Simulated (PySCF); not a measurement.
# Mg: changing the method

What do other methods print for Mg?

Computed with PySCF 2.14.0. Level: each script names its method and basis.

1 further run of the same task is left out (it didn't finish).

### 1 The atom

Mg: 1 atom, charge 0, spin multiplicity 1.

### 2 Base script

Input file input.py:

```python
from pyscf import gto, scf

mol = gto.M(
    atom='Mg 0 0 0',
    basis='def2-qzvp',
    charge=0,
    spin=0,
    verbose=4,
)
mf = scf.RHF(mol)
mf = mf.density_fit(auxbasis='def2-universal-jkfit')
mf.kernel()
mf.dip_moment()
print('orbital energies (hartree):', mf.mo_energy[..., max(0, mol.nelec[1]-3):mol.nelec[0]+3].round(4))
```

Run with:

```console
OMP_NUM_THREADS=1 python input.py
```

### 3 Stability test

Edit 1 changes step after the SCF: none → stability.

Edit input.py of step 2 so:

```diff
@@ -12,2 +12,3 @@
 mf.kernel()
+mf.stability(internal=True, external=True)
 mf.dip_moment()
```

### 4 TDA

Edit 2 changes step after the SCF: none → tda; number of roots: none → 6.

Edit input.py of step 2 so:

```diff
@@ -1,2 +1,2 @@
-from pyscf import gto, scf
+from pyscf import gto, scf, tdscf
 
@@ -12,2 +12,6 @@
 mf.kernel()
+td = tdscf.TDA(mf)
+td.nstates = 6
+td.kernel()
+td.analyze()
 mf.dip_moment()
```

### 5 Population analysis

Edit 3 changes step after the SCF: none → analyze.

Edit input.py of step 2 so:

```diff
@@ -12,3 +12,3 @@
 mf.kernel()
-mf.dip_moment()
+mf.analyze()
 print('orbital energies (hartree):', mf.mo_energy[..., max(0, mol.nelec[1]-3):mol.nelec[0]+3].round(4))
```

### 6 UHF

Edit 4 changes SCF type: RHF → UHF.

Input file input.py:

```python
from pyscf import gto, scf

mol = gto.M(
    atom='Mg 0 0 0',
    basis='def2-qzvp',
    charge=0,
    spin=0,
    verbose=4,
)
mf = scf.UHF(mol)
mf = mf.density_fit(auxbasis='def2-universal-jkfit')
mf.kernel()
mf.dip_moment()
print('orbital energies (hartree):', [e[max(0, n-3):n+3].round(4) for e, n in zip(mf.mo_energy, mol.nelec)])
```

What does the calculation give? Wanted: for each run, E(SCF); from base; gap; after the SCF.

The runs gave:

```tsv
run	E(SCF) (hartree)	from base (eV)	cycles	gap (eV)	after the SCF
base	-199.614486	0	6	7.80	n/a
stability test	-199.614486	0.0000	6	7.80	stable
TDA	-199.614486	0.0000	6	7.80	lowest root found 4.22 eV
population analysis	-199.614486	0.0000	6	7.80	n/a
UHF	-199.614486	0.0000	6	7.80	n/a
```

**Reading.** The SCF energy stays the same, to the digits that matter, with UHF.
